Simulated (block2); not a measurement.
**A workflow on InClF2 (SMILES [F][In]([F])[Cl])**

We compute a single-point energy (singlet InClF2, DMRG-CASCI(12 orbitals)/def2-SVP), then the energy (singlet InClF2, DMRG-CASCI(12 orbitals)/def2-SVP), then a single-point energy (triplet InClF2, DMRG-CASCI(12 orbitals)/def2-SVP) of ClF2In. The job is set up through a Python script.

The calculation is run with block2 0.5.4.

1 further run of the same task is left out (set aside as unsound or not needed).

## 1. Starting point

InClF2 has 4 atoms, charge 0, and is taken as a singlet. SMILES: `[F][In]([F])[Cl]`. The shape is that of a PBE0-D4/def2-TZVP optimisation.

Bond lengths: F1–In2 1.923 Å, In2–F3 1.923 Å, In2–Cl4 2.277 Å. Angles: F1–In2–F3 114.8°, F1–In2–Cl4 122.6°, F3–In2–Cl4 122.6°.

## 2. A single-point energy at DMRG-CASCI(12 orbitals)/def2-SVP (core potential, start occupation bias 0.2) (run 1)

Input file dmrg.py:

```python
import numpy as np
from pyscf import gto, mcscf, mp, scf
from pyblock2._pyscf.ao2mo import integrals as itg
from pyblock2.driver.core import DMRGDriver, SymmetryTypes

mol = gto.M(atom="""
F      1.11153691     1.16142568     3.30626483
In     0.08825021    -0.07653391     0.04743213
F      1.57130727    -3.25165174    -0.91103696
Cl    -2.66621459     2.05280949    -2.48083246
""", basis="def2-svp", ecp="def2-svp", unit="bohr", charge=0, spin=0, verbose=4, max_memory=2000)
print("basis functions         : %d" % (mol.nao))
mf = scf.RHF(mol)
mf.conv_tol = 1e-10
mf.max_cycle = 200
mf.kernel()
if not mf.converged:
    mf = mf.newton().run(mf.mo_coeff, mf.mo_occ)
print(f"E(HF)                   : {mf.e_tot:.10f}")
# natural orbitals of MP2 give a compact matrix product state
occ_no, mo = mcscf.addons.make_natural_orbitals(mp.MP2(mf, frozen=11).run())
mf.mo_coeff = mo
ncas, n_elec, spin, ecore, h1e, g2e, orb_sym = itg.get_rhf_integrals(mf, ncore=22, ncas=12, pg_symm=False, g2e_symm=1)
drv = DMRGDriver(scratch="./tmp", symm_type=SymmetryTypes.SU2, stack_mem=1500 << 20, n_threads=1)
# orbital ordering
idx = drv.orbital_reordering(h1e, g2e, method="fiedler")
print("orbital order:", idx.tolist())
h1e = h1e[np.ix_(idx, idx)]
g2e = g2e[np.ix_(idx, idx, idx, idx)]
orb_sym = np.array(orb_sym)[idx]
drv.initialize_system(n_sites=ncas, n_elec=n_elec, spin=spin, orb_sym=orb_sym)
mpo = drv.get_qc_mpo(h1e=h1e, g2e=g2e, ecore=ecore, iprint=0)
occs = np.array([1.8] * 6 + [0.2] * 6)[idx]
mps = drv.get_random_mps(tag="GS", bond_dim=25, nroots=1, occs=occs)
bond_dims = [25] * 2 + [50] * 2 + [100] * 4
noises = [0.0001] * 2 + [0.0001] * 2 + [1e-05] * 4 + [0]
thrds = [1e-09] * 8
e = drv.dmrg(mpo, mps, n_sweeps=14, tol=1e-07, bond_dims=bond_dims, noises=noises, thrds=thrds, iprint=1)
ms, dws, es = drv.get_dmrg_results()
print("max discarded weight    : %.3e" % (dws[-1]))
print("total energy            : %.10f" % (e))
dm1 = drv.get_1pdm(mps)
print("NOONs                   :", np.round(np.linalg.eigvalsh(dm1)[::-1], 5).tolist())
c_act = mf.mo_coeff[:, 22:34][:, idx]
dm_ao = c_act @ dm1 @ c_act.T + 2 * mf.mo_coeff[:, :22] @ mf.mo_coeff[:, :22].T
print("dipole moment (debye)   :", np.round(scf.hf.dip_moment(mol, dm_ao, verbose=0), 4).tolist())
print(f"max block entropy       : {max(drv.get_bipartite_entanglement(mps)):.4f}")
# exact diagonalisation in the same space
ci = mcscf.CASCI(mf, 12, (6, 6))
ci.fix_spin_(ss=0)
ci.fcisolver.conv_tol = 1e-10
ci.fcisolver.max_cycle = 200
ci.kernel()
print("exact diagonalisation   : %.10f" % (ci.e_tot))
```

Command:

```bash
$ python dmrg.py
```

The program printed:

```text
ECP def2-svp not found for  F
ECP def2-svp not found for  Cl

[INPUT] verbose = 4
[INPUT] num. atoms = 4
[INPUT] num. electrons = 56
[INPUT] charge = 0
[INPUT] spin (= nelec alpha-beta = 2S) = 0
[INPUT] symmetry False subgroup None
[INPUT] Mole.unit = bohr
[INPUT] Symbol           X                Y                Z      unit          X                Y                Z       unit  Magmom
[INPUT]  1 F      0.588200001868   0.614600002033   1.749600001302 AA    1.111536910000   1.161425680000   3.306264830000 Bohr   0.0
[INPUT]  2 In     0.046699999991  -0.040500001035   0.025100002261 AA    0.088250210000  -0.076533910000   0.047432130000 Bohr   0.0
[INPUT]  3 F      0.831499998637  -1.720699998656  -0.482099997538 AA    1.571307270000  -3.251651740000  -0.911036960000 Bohr   0.0
[INPUT]  4 Cl    -1.410900000450   1.086300000468  -1.312800001943 AA   -2.666214590000   2.052809490000  -2.480832460000 Bohr   0.0

[... 52 lines left out ...]
converged SCF energy = -847.372629342741
[... 33 lines left out ...]
Sweep =    7 | Direction = backward | Bond dimension =  100 | Noise =  1.00e-05 | Dav threshold =  1.00e-09
Time elapsed =      4.140 | E =    -847.4347714776 | DE = -2.12e-06 | DW = 2.69421e-06

Sweep =    8 | Direction =  forward | Bond dimension =  100 | Noise =  0.00e+00 | Dav threshold =  1.00e-08
Time elapsed =      4.868 | E =    -847.4347715245 | DE = -4.69e-08 | DW = 2.34375e-06

max discarded weight    : 2.344e-06
total energy            : -847.4347715245
NOONs                   : [1.99918, 1.99909, 1.99738, 1.98798, 1.98237, 1.97804, 0.02656, 0.01435, 0.0079, 0.00511, 0.00142, 0.00061]
dipole moment (debye)   : [-0.812, 0.6271, -0.7451]
max block entropy       : 0.1753

******** <class 'pyscf.mcscf.casci.CASCI'> ********
CAS (6e+6e, 12o), ncore = 22, nvir = 38
natorb = False
canonicalization = True
sorting_mo_energy = False
max_memory 2000 MB (current use 376 MB)
******** <class 'pyscf.fci.addons.SpinPenaltyFCISolver'> ********
max. cycles = 200
conv_tol = 1e-10
davidson only = True
linear dependence = 1e-12
level shift = 0.001
max iter space = 12
max_memory 2000 MB
nroots = 1
pspace_size = 400
spin = None
Density matrix diagonal elements [1.98787543e+00 1.99874548e+00 1.98601254e+00 1.99906280e+00
 1.97835502e+00 1.99316996e+00 2.70008780e-02 7.93372289e-03
 1.11995039e-02 1.55602180e-03 5.21003427e-03 3.87860748e-03]
CASCI converged
CASCI E = -847.434782313403  E(CI) = -25.5489113086950  S^2 = 0.0000000
exact diagonalisation   : -847.4347823134
```

Run time: 13 s. Hardware: 1 thread of Intel Xeon Platinum 8375C at 2.90GHz (Ice Lake), shared host; peak memory 0.46 GiB.

## 3. The distorted shape: the energy at DMRG-CASCI(12 orbitals)/def2-SVP (core potential, start occupation bias 0.2) (run 2)

Input file run_dmrg.py:

```python
import numpy as np
from pyscf import gto, mcscf, mp, scf
from pyblock2._pyscf.ao2mo import integrals as itg
from pyblock2.driver.core import DMRGDriver, SymmetryTypes

geom = """
F     -0.039637     1.958754     2.155358
In    -0.581137     1.303654     0.430858
F      0.831500    -1.720700    -0.482100
Cl    -2.038737     2.430454    -0.907042
"""
mol = gto.M(
    atom=geom,
    basis="def2-svp",
    ecp="def2-svp",
    spin=0,
    verbose=4,
)
print("basis functions                = %d" % (mol.nao))
mf = scf.RHF(mol)
mf.conv_tol = 1e-10
mf.max_cycle = 200
mf.kernel()
if not mf.converged:
    mf = mf.newton().run(mf.mo_coeff, mf.mo_occ)
print(f"reference energy               = {mf.e_tot:.10f}")
# natural orbitals of MP2 give a compact matrix product state
occ_no, mo = mcscf.addons.make_natural_orbitals(mp.MP2(mf, frozen=11).run())
mf.mo_coeff = mo
ncas, n_elec, spin, ecore, h1e, g2e, orb_sym = itg.get_rhf_integrals(mf, ncore=22, ncas=12, pg_symm=False, g2e_symm=1)
dmrg = DMRGDriver(scratch="./tmp", symm_type=SymmetryTypes.SU2, stack_mem=1500 << 20, n_threads=1)
# orbital ordering
idx = dmrg.orbital_reordering(h1e, g2e, method="fiedler")
print("orbital order:", idx.tolist())
h1e = h1e[np.ix_(idx, idx)]
g2e = g2e[np.ix_(idx, idx, idx, idx)]
orb_sym = np.array(orb_sym)[idx]
dmrg.initialize_system(n_sites=ncas, n_elec=n_elec, spin=spin, orb_sym=orb_sym)
mpo = dmrg.get_qc_mpo(h1e=h1e, g2e=g2e, ecore=ecore, iprint=1)
occs = np.array([1.8] * 6 + [0.2] * 6)[idx]
psi = dmrg.get_random_mps(tag="GS", bond_dim=50, nroots=1, occs=occs)
bond_dims = [50] * 4 + [75] * 2 + [100] * 2
noises = [0.0001] * 4 + [0.0001] * 2 + [1e-05] * 2 + [0]
thrds = [1e-07] * 8
e = dmrg.dmrg(mpo, psi, n_sweeps=14, tol=1e-07, bond_dims=bond_dims, noises=noises, thrds=thrds, iprint=1)
ms, dws, es = dmrg.get_dmrg_results()
print("max discarded weight           = %.3e" % (dws[-1]))
print(f"E(final)                       = {e:.10f}")
dm1 = dmrg.get_1pdm(psi)
print("NOONs                          =", np.round(np.linalg.eigvalsh(dm1)[::-1], 5).tolist())
c_act = mf.mo_coeff[:, 22:34][:, idx]
dm_ao = c_act @ dm1 @ c_act.T + 2 * mf.mo_coeff[:, :22] @ mf.mo_coeff[:, :22].T
print("dipole / D                     =", np.round(scf.hf.dip_moment(mol, dm_ao, verbose=0), 4).tolist())
print("largest bipartite entropy      = %.4f" % (max(dmrg.get_bipartite_entanglement(psi))))
# FCI check
ci = mcscf.CASCI(mf, 12, (6, 6))
ci.fix_spin_(ss=0)
ci.fcisolver.conv_tol = 1e-10
ci.fcisolver.max_cycle = 200
ci.kernel()
print("E(FCI)                         = %.10f" % (ci.e_tot))
```

Command:

```bash
$ python run_dmrg.py
```

The program printed:

```text
ECP def2-svp not found for  F
ECP def2-svp not found for  Cl

[INPUT] verbose = 4
[INPUT] num. atoms = 4
[INPUT] num. electrons = 56
[INPUT] charge = 0
[INPUT] spin (= nelec alpha-beta = 2S) = 0
[INPUT] symmetry False subgroup None
[INPUT] Mole.unit = angstrom
[INPUT] Symbol           X                Y                Z      unit          X                Y                Z       unit  Magmom
[INPUT]  1 F     -0.039637000000   1.958754000000   2.155358000000 AA   -0.074903074399   3.701508605396   4.073036320390 Bohr   0.0
[INPUT]  2 In    -0.581137000000   1.303654000000   0.430858000000 AA   -1.098189770851   2.463549021194   0.814203618578 Bohr   0.0
[INPUT]  3 F      0.831500000000  -1.720700000000  -0.482100000000 AA    1.571307272576  -3.251651742539  -0.911036964653 Bohr   0.0
[INPUT]  4 Cl    -2.038737000000   2.430454000000  -0.907042000000 AA   -3.852654570017   4.592892418354  -1.714060963478 Bohr   0.0

[... 60 lines left out ...]
converged SCF energy = -847.171159495497
reference energy               = -847.1711594955
[... 10 lines left out ...]
integral symmetrize error =  0.0
integral cutoff error =  0.0
[... 47 lines left out ...]
Sweep =    9 | Direction = backward | Bond dimension =  100 | Noise =  0.00e+00 | Dav threshold =  1.00e-08
Time elapsed =      5.617 | E =    -847.2733954154 | DE = -3.68e-07 | DW = 1.48859e-06

Sweep =   10 | Direction =  forward | Bond dimension =  100 | Noise =  0.00e+00 | Dav threshold =  1.00e-08
Time elapsed =      6.410 | E =    -847.2733954319 | DE = -1.65e-08 | DW = 1.48863e-06

max discarded weight           = 1.489e-06
E(final)                       = -847.2733954319
NOONs                          = [1.99943, 1.99897, 1.99557, 1.98392, 1.97484, 1.80492, 0.2015, 0.02133, 0.01635, 0.003, 0.00011, 6e-05]
dipole / D                     = [-2.2634, 3.6021, 0.0415]
largest bipartite entropy      = 0.4863

******** <class 'pyscf.mcscf.casci.CASCI'> ********
CAS (6e+6e, 12o), ncore = 22, nvir = 38
natorb = False
canonicalization = True
sorting_mo_energy = False
max_memory 1800 MB (current use 378 MB)
******** <class 'pyscf.fci.addons.SpinPenaltyFCISolver'> ********
max. cycles = 200
conv_tol = 1e-10
davidson only = True
linear dependence = 1e-12
level shift = 0.001
max iter space = 12
max_memory 1800 MB
nroots = 1
pspace_size = 400
spin = None
Density matrix diagonal elements [1.98408854e+00 1.99848595e+00 1.99903045e+00 1.98198301e+00
 1.98830679e+00 1.78347794e+00 2.22350411e-01 1.73020894e-02
 1.50478482e-02 7.13681534e-03 1.14869434e-03 1.64145622e-03]
CASCI converged
CASCI E = -847.273401087092  E(CI) = -24.7992380485964  S^2 = 0.0000000
E(FCI)                         = -847.2734010871
```

Run time: 16 s. Hardware: 1 thread of Intel Xeon Platinum 8375C at 2.90GHz (Ice Lake), shared host; peak memory 0.49 GiB.

## 4. The triplet: a single-point energy at DMRG-CASCI(12 orbitals)/def2-SVP (core potential, start occupation bias 0.2) (run 3)

Input file mol.xyz:

```xyz
4
ClF2In
F      0.588200     0.614600     1.749600
In     0.046700    -0.040500     0.025100
F      0.831500    -1.720700    -0.482100
Cl    -1.410900     1.086300    -1.312800
```

Input file block2_dmrg.py:

```python
import numpy as np
from pyscf import gto, mcscf, mp, scf
from pyblock2._pyscf.ao2mo import integrals as itg
from pyblock2.driver.core import DMRGDriver, SymmetryTypes

geom = "mol.xyz"
mol = gto.M(
    atom=geom,
    basis="def2-svp",
    ecp="def2-svp",
    spin=2,
    verbose=4,
)
print("basis functions = %d" % (mol.nao))
mf = scf.ROHF(mol)
mf.conv_tol = 1e-10
mf.max_cycle = 200
mf.kernel()
if not mf.converged:
    mf = mf.newton().run(mf.mo_coeff, mf.mo_occ)
print(f"reference energy = {mf.e_tot:.10f}")
# natural orbitals of MP2 give a compact matrix product state
occ_no, mo = mcscf.addons.make_natural_orbitals(mp.MP2(mf.to_uhf(), frozen=11).run())
mf.mo_coeff = mo
ncas, n_elec, spin, ecore, h1e, g2e, orb_sym = itg.get_rhf_integrals(mf, ncore=22, ncas=12, pg_symm=False, g2e_symm=1)
dmrg = DMRGDriver(scratch="./tmp", symm_type=SymmetryTypes.SU2, stack_mem=1500 << 20, n_threads=1)
# orbital ordering
idx = dmrg.orbital_reordering(h1e, g2e, method="fiedler")
print("orbital order:", idx.tolist())
h1e = h1e[np.ix_(idx, idx)]
g2e = g2e[np.ix_(idx, idx, idx, idx)]
orb_sym = np.array(orb_sym)[idx]
dmrg.initialize_system(n_sites=ncas, n_elec=n_elec, spin=spin, orb_sym=orb_sym)
mpo = dmrg.get_qc_mpo(h1e=h1e, g2e=g2e, ecore=ecore, iprint=0)
occs = np.array([1.8] * 5 + [1.0] * 2 + [0.2] * 5)[idx]
psi = dmrg.get_random_mps(tag="GS", bond_dim=75, nroots=1, occs=occs)
bond_dims = [75] * 2 + [100] * 4
noises = [0.0001] * 2 + [1e-05] * 4 + [0]
thrds = [1e-07] * 6
e = dmrg.dmrg(mpo, psi, n_sweeps=12, tol=1e-06, bond_dims=bond_dims, noises=noises, thrds=thrds, iprint=2)
ms, dws, es = dmrg.get_dmrg_results()
print("max discarded weight = %.3e" % (dws[-1]))
print(f"E(final) = {e:.10f}")
dm1 = dmrg.get_1pdm(psi)
print("NOONs =", np.round(np.linalg.eigvalsh(dm1)[::-1], 5).tolist())
c_act = mf.mo_coeff[:, 22:34][:, idx]
dm_ao = c_act @ dm1 @ c_act.T + 2 * mf.mo_coeff[:, :22] @ mf.mo_coeff[:, :22].T
print("dipole / D =", np.round(scf.hf.dip_moment(mol, dm_ao, verbose=0), 4).tolist())
print(f"max block entropy = {max(dmrg.get_bipartite_entanglement(psi)):.4f}")
csf, coef = dmrg.get_csf_coefficients(psi, cutoff=0.08, iprint=1)
print("c0^2 = %.4f" % (np.max(np.abs(coef)) ** 2))
# FCI check
ci = mcscf.CASCI(mf, 12, (7, 5))
ci.fix_spin_(ss=2)
ci.fcisolver.conv_tol = 1e-10
ci.fcisolver.max_cycle = 200
ci.kernel()
print(f"E(FCI) = {ci.e_tot:.10f}")
```

Command:

```bash
$ python block2_dmrg.py
```

The program printed:

```text
ECP def2-svp not found for  F
ECP def2-svp not found for  Cl

[INPUT] verbose = 4
[INPUT] num. atoms = 4
[INPUT] num. electrons = 56
[INPUT] charge = 0
[INPUT] spin (= nelec alpha-beta = 2S) = 2
[INPUT] symmetry False subgroup None
[INPUT] Mole.unit = angstrom
[INPUT] Symbol           X                Y                Z      unit          X                Y                Z       unit  Magmom
[INPUT]  1 F      0.588200000000   0.614600000000   1.749600000000 AA    1.111536906469   1.161425676158   3.306264827539 Bohr   0.0
[INPUT]  2 In     0.046700000000  -0.040500000000   0.025100000000 AA    0.088250210017  -0.076533908045   0.047432125727 Bohr   0.0
[INPUT]  3 F      0.831500000000  -1.720700000000  -0.482100000000 AA    1.571307272576  -3.251651742539  -0.911036964653 Bohr   0.0
[INPUT]  4 Cl    -1.410900000000   1.086300000000  -1.312800000000 AA   -2.666214589149   2.052809489115  -2.480832456329 Bohr   0.0

[... 90 lines left out ...]
 --> Site =    7-   8 .. Mmps =   75 Ndav =   7 E =   -847.2236793216 Error = 9.96e-08 FLOPS = 5.34e+09 Tdav = 0.01 T = 0.04
[... 33 lines left out ...]
 --> Site =    1-   2 .. Mmps =   16 Ndav =   1 E =   -847.2295390363 Error = 0.00e+00 FLOPS = 1.19e+09 Tdav = 0.00 T = 0.01
[... 24 lines left out ...]
 <-- Site =    4-   5 .. Mmps =  100 Ndav =   4 E =   -847.2300601886 Error = 1.56e-06 FLOPS = 1.28e+10 Tdav = 0.05 T = 0.15
[... 33 lines left out ...]
 <-- Site =   10-  11 .. Mmps =    3 Ndav =   1 E =   -847.2300616077 Error = 0.00e+00 FLOPS = 7.57e+08 Tdav = 0.00 T = 0.00
[... 24 lines left out ...]
 --> Site =    5-   6 .. Mmps =  100 Ndav =   4 E =   -847.2300781324 Error = 3.24e-06 FLOPS = 1.40e+10 Tdav = 0.07 T = 0.27
[... 19 lines left out ...]
 <-- Site =    5-   6 .. Mmps =  100 Ndav =   3 E =   -847.2300786696 Error = 3.18e-06 FLOPS = 1.38e+10 Tdav = 0.05 T = 0.25
 <-- Site =    4-   5 .. Mmps =  100 Ndav =   3 E =   -847.2300715169 Error = 1.35e-06 FLOPS = 1.31e+10 Tdav = 0.04 T = 0.12
 <-- Site =    3-   4 .. Mmps =  100 Ndav =   2 E =   -847.2300665488 Error = 3.45e-08 FLOPS = 7.32e+09 Tdav = 0.01 T = 0.06
 <-- Site =    2-   3 .. Mmps =   62 Ndav =   1 E =   -847.2300663971 Error = 5.82e-20 FLOPS = 3.26e+09 Tdav = 0.00 T = 0.04
 <-- Site =    1-   2 .. Mmps =   22 Ndav =   1 E =   -847.2300663971 Error = 2.28e-20 FLOPS = 1.20e+09 Tdav = 0.00 T = 0.01
 <-- Site =    0-   1 .. Mmps =    6 Ndav =   1 E =   -847.2300663971 Error = 1.15e-20 FLOPS = 1.21e+08 Tdav = 0.00 T = 0.00
[... 8 lines left out ...]
max discarded weight = 3.179e-06
E(final) = -847.2300786696
NOONs = [1.99937, 1.99584, 1.98624, 1.98556, 1.98271, 1.00294, 1.00082, 0.01407, 0.01371, 0.01108, 0.00705, 0.0006]
dipole / D = [-4.3565, 3.3683, -3.9994]
max block entropy = 0.1784
DTRIE T =      0.001
Number of CSF =          1 (cutoff =      0.08)
Sum of weights of included CSF =    0.971303298341415

CSF          0 -222-2000200  =   -0.985547207566140
c0^2 = 0.9713

******** <class 'pyscf.mcscf.casci.CASCI'> ********
CAS (7e+5e, 12o), ncore = 22, nvir = 38
natorb = False
canonicalization = True
sorting_mo_energy = False
max_memory 1800 MB (current use 321 MB)
******** <class 'pyscf.fci.addons.SpinPenaltyFCISolver'> ********
max. cycles = 200
conv_tol = 1e-10
davidson only = True
linear dependence = 1e-12
level shift = 0.001
max iter space = 12
max_memory 1800 MB
nroots = 1
pspace_size = 400
spin = None
Density matrix diagonal elements [1.99581541 1.99531804 1.98615974 1.98816871 1.98164185 1.00419451
 1.00180406 0.00820309 0.0111144  0.013802   0.0071275  0.00665069]
CASCI converged
CASCI E = -847.230107122949  E(CI) = -25.4966615287536  S^2 = 2.0000000
E(FCI) = -847.2301071229
```

Wall time 15 s (1 thread of Intel Xeon Platinum 8375C at 2.90GHz (Ice Lake), shared host); peak memory 0.43 GiB.

## 5. Outcome

| quantity | value |
| --- | --- |
| run 1, DMRG-CASCI(12 orbitals)/def2-SVP: total energy | -847.43477 Eh |
| run 1, DMRG-CASCI(12 orbitals)/def2-SVP: dipole moment (of the density that the program reports) | 1.27 D |
| distorted shape: total energy | -847.27340 Eh |
| distorted shape: dipole moment (of the density that the program reports) | 4.25 D |
| triplet: total energy | -847.23008 Eh |
| triplet: dipole moment (of the density that the program reports) | 6.81 D |
